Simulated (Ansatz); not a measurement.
**PtWSe4: what a guessed cell relaxes into**

Aim: relax a trial structure of PtWSe4 and see where it ends.

Method: DFT PBE, scalar-relativistic, plane waves, PAW, in Ansatz 0.2.0.

**1. Starting point**

It takes space group Cmmm (No. 65, orthorhombic). Conventional cell: a = 5.802 Å, b = 10.057 Å, c = 4.702 Å, α = 90.00°, β = 90.00°, γ = 90.00°. Around Pt (site symmetry mmm) lie 8 Se at 2.90 to 2.91 Å. Around W (site symmetry mmm) lie 14 Se at 3.32 to 3.74 Å and 4 Pt at 3.73 Å. Around Se (site symmetry m2m) lie 7 Se at 2.88 to 3.42 Å and 2 Pt at 2.91 Å and 3 W at 3.32 to 3.37 Å. Around Se (site symmetry 2/m) lie 6 Se at 2.88 to 2.90 Å and 2 Pt at 2.90 Å and 4 W at 3.74 Å.

As a file:

```
CELL_PARAMETERS angstrom
2.90107 -5.02843 0.00000
2.90107 5.02843 0.00000
0.00000 0.00000 4.70197
ATOMIC_POSITIONS crystal
Pt 0.00000 0.00000 0.50000
W 0.50000 0.50000 0.00000
Se 0.17008 0.82992 0.00000
Se 0.82992 0.17008 0.00000
Se 0.00000 0.50000 0.50000
Se 0.50000 0.00000 0.50000
```

The cell is invented: species swapped into a database cell of CeGaCu4 (Cmmm, No. 65), with W on the Ce sites, Pt on the Ga sites and Se on the Cu sites. The dimensions are guesses.

**2. A first look at the guess**

The input, input.yaml:

```yaml
crystal:
  lattice:
    - [2.90107199, -5.02842824, 0.0]
    - [2.90107199, 5.02842824, 0.0]
    - [0.0, 0.0, 4.70197266]
  atoms:
    - { symbol: Pt, position: [0.0, 0.0, 0.5] }
    - { symbol: W, position: [0.5, 0.5, 0.0] }
    - { symbol: Se, position: [0.17007745, 0.82992255, 0.0] }
    - { symbol: Se, position: [0.82992255, 0.17007745, 0.0] }
    - { symbol: Se, position: [0.0, 0.5, 0.5] }
    - { symbol: Se, position: [0.5, 0.0, 0.5] }
basis:
  ecutwfc: 420
kpoints:
  mp_grid: { grid: [4, 4, 4] }
hamiltonian:
  xc: pbe
scf:
  occupations: { method: gaussian, width: 0.1 }
  lower_state_search: "off"
output:
  forces: true
  stress: true
  eigenvalues: true
```

The run is started by

```sh
$ ansatz run input.yaml --threads 1 --pin off --max-ram 2560MiB --backend cpu --events-out ev --progress --plain --runs-dir out
```

Further runs follow: spin check on a coarse mesh; coarse relaxation; full relaxation.

Before running it: what results should come out? Wanted: conventional cell; volume; energy over the elements; gap on the mesh; total moment.

As calculated:

| quantity | value |
| --- | --- |
| symmetry at the end (tolerance 0.05 Å) | space group Cmmm (No. 65) |
| conventional cell | a = 5.055 Å, b = 8.160 Å, c = 8.251 Å, α = 90.00°, β = 90.00°, γ = 90.00° |
| volume | 28.36 Å³/atom |
| energy over the elements | +0.76 eV/atom |
| gap on the mesh | none (metal) |
| total moment | 1.97 μB/cell |

**Reading.** The space group Cmmm (No. 65) is kept, and the volume per atom grows by 24.1 % from the first guess. With a positive formation energy it can't be a ground state. No finished test with a distortion of lower symmetry is shown, so the end may be a saddle point. The runs treat Pt, W without spin-orbit coupling. Layers here are held mostly by dispersion, which this level lacks, so their spacing and the stiffness across them are unreliable there. Other magnetic orders were not searched.
